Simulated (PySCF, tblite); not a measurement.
# C5H7PSi: infrared bands and NMR shifts

Wanted: the infrared bands and NMR shifts of C5H7PSi (`[SiH3]c1ccpcc1`), by calculation.

The runs use tblite 0.8.0 and PySCF 2.14.0, with density-fitted response routines of our own; the level of theory stands in each step. All values are computed, except where a source is named. Atoms count from 0, in the outputs and in this text.

### 1 The starting structure

14 atoms, charge 0, multiplicity 1; geometry from: GFN2-xTB.

Bonds of the start (Å): Si0–C1 1.89, C1–C2 1.39, C2–C3 1.38, C3–P4 1.73, P4–C5 1.74, C5–C6 1.38, C6–C1 1.39, Si0–H7 1.47, Si0–H8 1.46, Si0–H9 1.47, C2–H10 1.08, C3–H11 1.08, C5–H12 1.08, C6–H13 1.08.

### 2 Infrared spectrum with GFN2-xTB

Job settings and geometry (Å):

```
{"job": {"kind": "ir", "xc": "GFN2-xTB", "basis": "xTB"}, "charge": 0, "multiplicity": 1}
Si     2.230690    -0.174405     0.136315
C      0.353938    -0.016251     0.019701
C     -0.251766     1.236783    -0.040061
C     -1.609762     1.450540    -0.125463
P     -2.821422     0.210742    -0.173230
C     -1.800700    -1.190069    -0.088050
C     -0.426654    -1.171178    -0.006977
H      2.731605    -0.860146    -1.058201
H      2.808344     1.166857     0.230147
H      2.570092    -0.958717     1.326723
H      0.394223     2.106839    -0.017421
H     -1.966617     2.473250    -0.165929
H     -2.301980    -2.151071    -0.100250
H      0.089332    -2.123646     0.040530
```

**Question.** This job is followed by: GIAO PBE0/pcSseg-1 NMR shielding, non-relativistic, gas phase. What will the session give for the following? strongest single infrared mode (GFN2-xTB); zero-point energy (GFN2-xTB); ¹³C shifts against TMS (PBE0/pcSseg-1, means over atoms taken as alike); ¹H shifts against TMS (PBE0/pcSseg-1, means over atoms taken as alike); ²⁹Si shifts against TMS (PBE0/pcSseg-1); ³¹P shifts against H3PO4 (PBE0/pcSseg-1).

As calculated:

| quantity | value |
| --- | --- |
| strongest single infrared mode (GFN2-xTB) | 784 cm⁻¹, 468 km/mol |
| zero-point energy (GFN2-xTB) | 59.8 kcal/mol |
| ¹³C shifts against TMS (PBE0/pcSseg-1, means over atoms taken as alike) | 164.2, 144.9, 136.4 ppm |
| ¹H shifts against TMS (PBE0/pcSseg-1, means over atoms taken as alike) | 9.27, 8.39, 4.62 ppm |
| ²⁹Si shifts against TMS (PBE0/pcSseg-1) | -64.8 ppm |
| ³¹P shifts against H3PO4 (PBE0/pcSseg-1) | 239.5 ppm |

**Reading.** All 36 modes are real, so the xTB geometry is a minimum. GFN2-xTB is a fitted tight-binding method: band positions and strengths are rough. Its intensities can rank the bands wrongly. At PBE0/pcSseg-1: Shielding is most anisotropic at P4 (span 767 ppm, paramagnetic term -888 ppm). NICS(1)zz of -27 ppm above the planar ring from C1 marks a diatropic (aromatic) ring current.
